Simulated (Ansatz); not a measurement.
# GeBH₃S: one structure at several levels

How do the functionals fare away from a minimum? The structure is a structure displaced at random from a GFN2-xTB minimum.

Method: single points in def2-TZVPP; program: Ansatz 0.2.0, Gaussian basis.

Correlated methods freeze the cores. Filled d shells of the heavier atoms are correlated.

## 1. Where the work starts

SMILES `[BH]1[S][GeH2]1`, 6 atoms, charge 0, spin multiplicity 1.

Atoms are counted from 1 here; the program's logs count them from 0.

Bond lengths: B1–S2 1.801 Å, B1–Ge3 2.096 Å, B1–H4 1.319 Å, S2–Ge3 2.438 Å, Ge3–H5 1.619 Å, Ge3–H6 1.533 Å. Angles: S2–B1–Ge3 77.0°, S2–B1–H4 142.5°, Ge3–B1–H4 140.3°, B1–S2–Ge3 56.9°, B1–Ge3–S2 46.1°, B1–Ge3–H5 117.4°, B1–Ge3–H6 112.3°, S2–Ge3–H5 91.0°, S2–Ge3–H6 95.9°, H5–Ge3–H6 115.6°.

As a file:

```xyz
6
charge 0, multiplicity 1
B    -0.7037   -0.9705   -0.1557
S     0.9822   -1.1774    0.4434
Ge   -0.0016    1.0005   -0.0382
H    -1.7721   -1.6468   -0.5296
H     1.2646    1.3980   -0.9648
H     0.0444    1.5165    1.4046
```

## 2. CCSD(T)/def2-TZVPP

Contents of run/in.yaml:

```yaml
crystal:
  periodic: [false, false, false]
  atoms:
    - {symbol: B, position_ang: [-0.703700, -0.970500, -0.155700]}
    - {symbol: S, position_ang: [0.982200, -1.177400, 0.443400]}
    - {symbol: Ge, position_ang: [-0.001600, 1.000500, -0.038200]}
    - {symbol: H, position_ang: [-1.772100, -1.646800, -0.529600]}
    - {symbol: H, position_ang: [1.264600, 1.398000, -0.964800]}
    - {symbol: H, position_ang: [0.044400, 1.516500, 1.404600]}
basis:
  gaussian: {orbitals: def2-TZVPP}
correlation: {method: ccsd_t}
output: {forces: true}
```

No record of the launch command was kept for these runs.

## 3. PBE0-D4/def2-TZVPP

Changes to run/in.yaml since step 2:

```diff
@@ -11,3 +11,3 @@
   gaussian: {orbitals: def2-TZVPP}
-correlation: {method: ccsd_t}
-output: {forces: true}
+hamiltonian: {xc: pbe0, dispersion: d4}
+output: {forces: true, orbitals: {seedname: orbitals}}
```

## 4. wB97M-V/def2-TZVPP

Changes to run/in.yaml since step 3:

```diff
@@ -11,3 +11,3 @@
   gaussian: {orbitals: def2-TZVPP}
-hamiltonian: {xc: pbe0, dispersion: d4}
-output: {forces: true, orbitals: {seedname: orbitals}}
+hamiltonian: {xc: {name: wB97M-V}}
+output: {forces: true}
```

## 5. r2SCAN-D4/def2-TZVPP

Changes to run/in.yaml since step 4:

```diff
@@ -11,3 +11,3 @@
   gaussian: {orbitals: def2-TZVPP}
-hamiltonian: {xc: {name: wB97M-V}}
+hamiltonian: {xc: r2scan, dispersion: d4}
 output: {forces: true}
```

## 6. PBE-D4/def2-TZVPP

Changes to run/in.yaml since step 5:

```diff
@@ -11,3 +11,3 @@
   gaussian: {orbitals: def2-TZVPP}
-hamiltonian: {xc: r2scan, dispersion: d4}
+hamiltonian: {xc: pbe, dispersion: d4}
 output: {forces: true}
```

## 7. revPBE-D4/def2-TZVPP

Changes to run/in.yaml since step 6:

```diff
@@ -11,3 +11,3 @@
   gaussian: {orbitals: def2-TZVPP}
-hamiltonian: {xc: pbe, dispersion: d4}
+hamiltonian: {xc: {name: revPBE}, dispersion: d4}
 output: {forces: true}
```

## 8. r2SCANh-D4/def2-TZVPP

Changes to run/in.yaml since step 7:

```diff
@@ -11,3 +11,3 @@
   gaussian: {orbitals: def2-TZVPP}
-hamiltonian: {xc: {name: revPBE}, dispersion: d4}
+hamiltonian: {xc: {name: r2SCANh}, dispersion: d4}
 output: {forces: true}
```

(Steps that only read results are left out.)

What does the calculation give? Wanted: energy less free atoms, CCSD(T)/def2-TZVPP; RMS force component; RMS force error; HOMO and LUMO, PBE0-D4; T1 diagnostic.

As calculated:

| quantity | value |
| --- | --- |
| energy less free atoms, CCSD(T)/def2-TZVPP | -1702.1 kJ/mol |
| RMS force component | 0.828 to 1.048 eV/Å over the methods |
| RMS force error | PBE0-D4 0.121, wB97M-V 0.145, r2SCAN-D4 0.083, PBE-D4 0.167, revPBE-D4 0.191, r2SCANh-D4 0.105 eV/Å |
| HOMO and LUMO, PBE0-D4 | -7.23 and -2.03 eV |
| T1 diagnostic | 0.018 |

Against CCSD(T) the functionals' energies less atoms differ by -88.2 to -36.6 kJ/mol, PBE-D4 by -88.2 kJ/mol. CCSD(T) in triple zeta still lacks some correlation energy of the bonds, so part of these gaps is its own basis error and they don't rank the functionals. On forces the order runs from r2SCAN-D4 to revPBE-D4. Frozen-core CCSD(T) forces in triple zeta carry basis errors of their own, and this is one geometry, so small gaps rank nothing.
